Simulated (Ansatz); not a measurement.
Debugging a check of PAW against all-electron LAPW of TlS, space group R-3m (the Ansatz DFT code, driven from Python).

The script, `paw_lapw.py`:
```python
import logging
import sys

import ansatz as az
import numpy as np

logging.basicConfig(stream=sys.stdout, format="%(levelname)s:%(name)s:%(message)s")
logger = logging.getLogger("run")
logger.setLevel(logging.INFO)


def count_gap(report):
    # lowest empty less highest filled band, counting bands; zero where they overlap
    return max(report.get("gap_by_band_count_ev") or 0.0, 0.0)

tls = (
    az.Lattice.of((2.00133425, 1.15547087, 7.30351667), (-2.00133425, 1.15547087, 7.30351667), (0.0, -2.31094174, 7.30351667))
    .atom("Tl", (0.0, 0.0, 0.0))
    .atom("Tl", (0.5, 0.5, 0.5))
    .atom("S", (0.73510346, 0.73510346, 0.73510346))
    .atom("S", (0.26489654, 0.26489654, 0.26489654))
)

model = (
    tls.calculation()
    .functional("lda")
    .kpoints(mesh=(6, 6, 6))
    .occupations(az.OccupationsMethod.FIXED)
    .stress()
    .forces()
    .band_table()
)
variants = {
    "PAW": model.pseudopotentials("paw"),
    "LAPW": model.pseudopotentials("all_electron", lapw=True),
}
rows = []
for label, variant in variants.items():
    data = variant.run(threads=1, backend="cpu").report
    levels = np.array(data["eigenvalues_ev"][0]) - data["fermi_energy_ev"]
    print(label, "levels at the first k-point near E_F:", np.round(levels[np.abs(levels) < 5], 3))
    rows.append((label, data["n_electrons"], np.trace(data["stress_gpa"]) / 3, float(np.abs(data["forces_ev_ang"]).max()), count_gap(data)))
logger.info("     treatment  electrons in bands           P GPa  max force component eV/A  gap by band count eV")
for row in rows:
    logger.info(f"{str(row[0]):>14s}  {row[1]:18.1f}  {row[2]:14.3f}  {row[3]:24.4f}  {row[4]:20.3f}")
```

```console
$ python paw_lapw.py
DeckWarning: basis.ecutwfc = 420 eV, auto-derived from the records' recommended cutoffs: set by Tl (normal level)
RunWarning: iter 1: σ=0 fill of 19 bands saw a band overlap (occupied 7.4713 eV > unoccupied 7.0740 eV) — on an unconverged iterate often a transient of an unconverged empty band; one that stands at the close is told there (band_overlap_at_count); if the run [...]
RunWarning: the bands overlap at the fill by count (19 filled at each k-point of a channel): the highest filled level, 7.380338 eV at k-index 31, stands 0.3526 eV over the lowest empty one, 7.027714 eV at k-index 3, so that a fill of the lowest levels lies [...]
PAW levels at the first k-point near E_F: [-3.825 -2.047 -1.506 -1.506 -0.914 -0.914  1.777  2.21   4.366  4.366]
LAPW levels at the first k-point near E_F: [-3.824 -2.047 -1.506 -1.506 -0.913 -0.913  1.779  2.209  4.366  4.366]
INFO:run:     treatment  electrons in bands           P GPa  max force component eV/A  gap by band count eV
INFO:run:           PAW                38.0          -3.575                    0.0032                 0.000
INFO:run:          LAPW                98.0          -3.561                    0.0017                 0.000
```
(Warnings from the package without file and line, shortened, repeats left out.)

No error stopped it. What is wrong with the input all the same?

The fault: fixed occupations, though the bands overlap at this level of theory. Mended:

```diff
--- before
+++ after
@@ -27,3 +27,3 @@
     .kpoints(mesh=(6, 6, 6))
-    .occupations(az.OccupationsMethod.FIXED)
+    .occupations("fermi_dirac", width=0.1)
     .stress()
```

After the fix:

Running `python paw_lapw.py` prints:
```text
DeckWarning: basis.ecutwfc = 420 eV, auto-derived from the records' recommended cutoffs: set by Tl (normal level)
PAW levels at the first k-point near E_F: [-3.79  -2.02  -1.473 -1.473 -0.881 -0.881  1.81   2.248  4.405  4.405]
LAPW levels at the first k-point near E_F: [-3.789 -2.021 -1.473 -1.473 -0.881 -0.881  1.811  2.247  4.404  4.404]
INFO:run:     treatment  electrons in bands           P GPa  max force component eV/A  gap by band count eV
INFO:run:           PAW                38.0          -3.618                    0.0462                 0.000
INFO:run:          LAPW                98.0          -3.605                    0.0477                 0.000
```
(Warnings from the package without file and line.)

What to keep in mind:
- The computed bands are complete only to about 3.9 eV above the Fermi level.
- The mesh is modest for a metal, so energies can be off by several to tens of meV an atom and pressures by half a GPa or more; differences at equal mesh fare better.
- A gap by band count of zero or less means overlapping bands, a metal.
- This cell is a computed structure, which may not be the phase found in nature.
- Gaps and levels are Kohn-Sham values on a finite set of k-points, without spin-orbit coupling.
- Pressure is positive in compression; the treatments may keep other shells as core, so totals and counts of electrons can differ.
- Finished in 56 s on 1 thread of Arm Neoverse V1, on a shared host, peak memory 0.69 GiB.
